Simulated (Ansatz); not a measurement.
The system is TlB.

```
Tl B
1.0
    -2.13749    2.13749    2.34287
     2.13749   -2.13749    2.34287
     2.13749    2.13749   -2.34287
Tl B
1 1
Direct
  0.50000 0.50000 0.00000
  0.00000 0.00000 0.00000
```

The cell was built by a generator and needn't be a form met in nature.

Base run:

| Quantity | Value |
| --- | --- |
| Program | Ansatz 0.2.0 |
| Functional | r2SCAN |
| Potentials or basis | Ansatz PAW |
| Cutoff | 500 eV |
| Density cutoff | 2000 eV |
| k mesh | 7 × 7 × 7 |
| Occupations | fermi-dirac, width 0.05 eV |
| Spin | spin-orbit coupling, no magnetisation |

Its results: band gap on the k mesh none (metal or under the smearing width); pressure -6.4 GPa.

Question: The run is repeated on the same cell with these changes: spin from spin-orbit coupling, no magnetisation to no spin polarisation; potential files from those of the base run to others of the same set. What comes out?

Answer: Band gap on the k mesh none (metal or under the smearing width); pressure -5.6 GPa.

Caveats: the PAW data sets come from PBE, with cores solved anew for the run's functional, which leaves a small shift of forces and pressure.

Not every run made on this cell is shown here.
